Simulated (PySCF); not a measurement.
# C₈H₁₁N: magnetic properties

Wanted: magnetic properties for C₈H₁₁N (`C=CC/C=C(/C#N)CC`).

Computed with PySCF 2.14.0 and routines of our own; the level stands in each step. Atoms count from 0.

### Step 1. The starting structure

20 atoms, charge 0, multiplicity 1; geometry from: GFN2-xTB.

### Step 2. Magnetic properties: GIAO B97-2/pcSseg-1

Job settings and geometry (Å):

```
{"job": {"kind": "mag", "xc": "B97-2", "basis": "pcSseg-1", "isotopologues": 0}, "charge": 0, "multiplicity": 1}
C     -3.515537     0.410019    -0.690575
C     -2.340446     0.408984    -0.091828
C     -1.021018     0.483239    -0.807814
C     -0.255034    -0.781250    -0.581525
C      0.813188    -0.928280     0.209474
C      1.425486    -2.200264     0.299870
N      1.942521    -3.220662     0.387052
C      1.498757     0.156660     0.999689
C      2.632543     0.776573     0.181389
H     -4.436390     0.354267    -0.135535
H     -3.609064     0.475233    -1.762580
H     -2.271589     0.336473     0.985838
H     -1.196353     0.606038    -1.878929
H     -0.460856     1.346629    -0.444854
H     -0.645649    -1.650341    -1.096194
H      0.780202     0.926530     1.284506
H      1.910181    -0.275949     1.915029
H      3.131113     1.555325     0.753639
H      3.366901     0.018375    -0.081815
H      2.245896     1.213079    -0.737515
```

With the program's defaults for keys left out, this is: GIAO B97-2/pcSseg-1 magnetisability, rotational g tensor and spin-rotation constants, non-relativistic, gas phase.

The run is started by

```bash
$ OMP_NUM_THREADS=1 python excited_run.py task.json out
```

This one command runs all jobs of the session in turn.

Log:

```text
coarse grid: 16576 points
cycle   1  E = -365.8782241228  dE =  1.061e+00  |g| = 5.248e-01  |ddm| = 4.077e+00
cycle   2  E = -365.7473140072  dE =  1.309e-01  |g| = 9.378e-01  |ddm| = 1.321e+00
cycle   3  E = -365.9390730654  dE = -1.918e-01  |g| = 2.204e-01  |ddm| = 9.193e-01
cycle   4  E = -365.9504073298  dE = -1.133e-02  |g| = 3.750e-02  |ddm| = 1.902e-01
cycle   5  E = -365.9507196227  dE = -3.123e-04  |g| = 1.054e-02  |ddm| = 4.620e-02
cycle   6  E = -365.9507470270  dE = -2.740e-05  |g| = 2.238e-03  |ddm| = 1.340e-02
cycle   7  E = -365.9507480185  dE = -9.915e-07  |g| = 1.045e-03  |ddm| = 2.881e-03
final grid: 159752 points
cycle   8  E = -365.9919651270  dE = -7.269e-05  |g| = 3.169e-03  |ddm| = 3.682e-02
cycle   9  E = -365.9919610000  dE =  4.127e-06  |g| = 4.993e-03  |ddm| = 7.462e-03
cycle  10  E = -365.9919674873  dE = -6.487e-06  |g| = 9.705e-04  |ddm| = 4.999e-03
cycle  11  E = -365.9919676869  dE = -1.996e-07  |g| = 3.981e-04  |ddm| = 9.891e-04
cycle  12  E = -365.9919677106  dE = -2.369e-08  |g| = 2.341e-04  |ddm| = 4.546e-04
cycle  13  E = -365.9919677226  dE = -1.201e-08  |g| = 3.135e-05  |ddm| = 1.880e-04
cycle  14  E = -365.9919677228  dE = -2.325e-10  |g| = 5.693e-06  |ddm| = 2.954e-05
converged SCF energy = -365.9919677228

Magnetisability tensor (1e-30 J/T^2)
    -1323.36       13.18       72.15
       13.18    -1413.82       34.32
       72.15       34.32    -1257.94
isotropic -1331.71   principal values   -1421.09  -1368.81  -1205.22
isotropic susceptibility -80.197 1e-6 cm^3/mol

Inertial axes            a          b          c
rot. const./GHz      2.5903     0.8571     0.6945
chi total           -79.474    -83.452    -77.666
chi diamagnetic    -594.991  -1518.173  -1844.607
chi paramagnetic    515.517   1434.721   1766.941
quadrupole/D A       -5.262     -2.402      7.665
g nuclear            0.6015     0.5701     0.5665
g electronic        -0.6273    -0.5777    -0.5765
g total             -0.0258    -0.0076    -0.0100

Spin-rotation constants (kHz, H = +C I.J)
atom  isotope        aa         bb         cc
  6    14N        0.320      0.117      0.152
  9     1H       -0.060     -0.082     -0.006
 10     1H       -0.219     -0.101      0.052
 11     1H       -0.238     -0.101      0.060
 12     1H       -0.218     -0.101      0.016
 13     1H       -0.247      0.029     -0.074
 14     1H       -0.255      0.060     -0.059
 15     1H       -0.045     -0.063     -0.062
 16     1H       -0.124     -0.090     -0.023
 17     1H       -0.267     -0.008     -0.062
 18     1H       -0.040     -0.072     -0.066
 19     1H       -0.164     -0.090     -0.027
  0    13C*       0.737      0.142      0.308
  1    13C*       0.801      0.151      0.343
  2    13C*       0.472      0.159      0.108
  3    13C*       0.893      0.411      0.146
  4    13C*       0.836      0.336      0.125
  5    13C*       0.512      0.215      0.318
  7    13C*       0.451      0.128      0.103
  8    13C*       0.385      0.119      0.094
* in the singly substituted isotopologue
```

It took 51 s on 1 thread of Arm Neoverse V1, shared host; peak memory 0.84 GiB.

In short:

```tsv
quantity	value
magnetisability	-1332·10⁻³⁰ J/T²
molar susceptibility	-80.2·10⁻⁶ cm³/mol
rotational g (a, b, c)	-0.0258, -0.0076, -0.0100
```

### Step 3. Magnetic properties: GIAO KT1/6-31G

Settings changed since step 2:

```diff
@@ -1,2 +1,2 @@
-{"job": {"kind": "mag", "xc": "B97-2", "basis": "pcSseg-1", "isotopologues": 0}, "charge": 0, "multiplicity": 1}
+{"job": {"kind": "mag", "xc": "KT1", "basis": "6-31G", "scf": {"aux": "cc-pvdz-ri", "max_cycle": 57}}, "charge": 0, "multiplicity": 1}
 C     -3.515537     0.410019    -0.690575
```

Level: GIAO KT1/6-31G magnetisability, rotational g tensor and spin-rotation constants, non-relativistic, gas phase.

Log:

```text
final grid: 159752 points
cycle   1  E = -370.8617350292  dE =  9.943e-01  |g| = 5.473e-01  |ddm| = 4.300e+00
cycle   2  E = -370.6418107715  dE =  2.199e-01  |g| = 1.095e+00  |ddm| = 1.942e+00
cycle   3  E = -370.9087378944  dE = -2.669e-01  |g| = 3.888e-01  |ddm| = 1.441e+00
cycle   4  E = -370.9458222927  dE = -3.708e-02  |g| = 4.093e-02  |ddm| = 4.005e-01
cycle   5  E = -370.9461585179  dE = -3.362e-04  |g| = 2.217e-02  |ddm| = 9.396e-02
cycle   6  E = -370.9462829333  dE = -1.244e-04  |g| = 1.068e-02  |ddm| = 4.010e-02
cycle   7  E = -370.9463149302  dE = -3.200e-05  |g| = 1.698e-03  |ddm| = 1.331e-02
cycle   8  E = -370.9463155003  dE = -5.701e-07  |g| = 1.074e-03  |ddm| = 3.217e-03
cycle   9  E = -370.9463158181  dE = -3.179e-07  |g| = 2.381e-04  |ddm| = 1.203e-03
cycle  10  E = -370.9463158343  dE = -1.617e-08  |g| = 3.978e-05  |ddm| = 3.062e-04
cycle  11  E = -370.9463158348  dE = -4.989e-10  |g| = 7.283e-06  |ddm| = 8.185e-05
converged SCF energy = -370.9463158348

Magnetisability tensor (1e-30 J/T^2)
    -1327.01        8.93       78.99
        8.93    -1421.03       33.54
       78.99       33.54    -1268.25
isotropic -1338.76   principal values   -1428.94  -1379.03  -1208.32
isotropic susceptibility -80.622 1e-6 cm^3/mol

Inertial axes            a          b          c
rot. const./GHz      2.5903     0.8571     0.6945
chi total           -79.417    -84.013    -78.436
chi diamagnetic    -594.627  -1517.571  -1843.827
chi paramagnetic    515.210   1433.558   1765.391
quadrupole/D A       -4.893     -2.435      7.328
g nuclear            0.6015     0.5701     0.5665
g electronic        -0.6270    -0.5772    -0.5760
g total             -0.0254    -0.0071    -0.0095

Spin-rotation constants (kHz, H = +C I.J)
atom  isotope        aa         bb         cc
  6    14N        0.277      0.101      0.131
  9     1H       -0.074     -0.089     -0.012
 10     1H       -0.227     -0.107      0.045
 11     1H       -0.241     -0.106      0.053
 12     1H       -0.234     -0.107      0.013
 13     1H       -0.263      0.025     -0.077
 14     1H       -0.258      0.051     -0.064
 15     1H       -0.058     -0.068     -0.066
 16     1H       -0.137     -0.096     -0.026
 17     1H       -0.283     -0.012     -0.067
 18     1H       -0.053     -0.078     -0.070
 19     1H       -0.179     -0.096     -0.030
  0    13C*       0.643      0.121      0.257
  1    13C*       0.693      0.129      0.286
  2    13C*       0.409      0.140      0.092
  3    13C*       0.766      0.343      0.125
  4    13C*       0.735      0.281      0.109
  5    13C*       0.445      0.186      0.268
  7    13C*       0.390      0.109      0.088
  8    13C*       0.330      0.100      0.080
* in the singly substituted isotopologue
```

Wall time 21 s (1 thread of Arm Neoverse V1, shared host); peak memory 0.54 GiB.

The run ended normally, but its values are not to be used for the molecule: the fitting basis cc-pvdz-ri is not made for Coulomb and exchange fitting here.

### Step 4. What came out

| quantity | value |
| --- | --- |
| magnetisability (step 2, GIAO B97-2/pcSseg-1) | -1332·10⁻³⁰ J/T² |
| molar susceptibility (step 2, GIAO B97-2/pcSseg-1) | -80.2·10⁻⁶ cm³/mol |
| rotational g (a, b, c) (step 2, GIAO B97-2/pcSseg-1) | -0.0258, -0.0076, -0.0100 |
| runs | 0 failed, 1 ended on unsound input |

**Reading.** The values above hold for this geometry and these levels alone. Vibrational averaging and real surroundings are missing from these values.
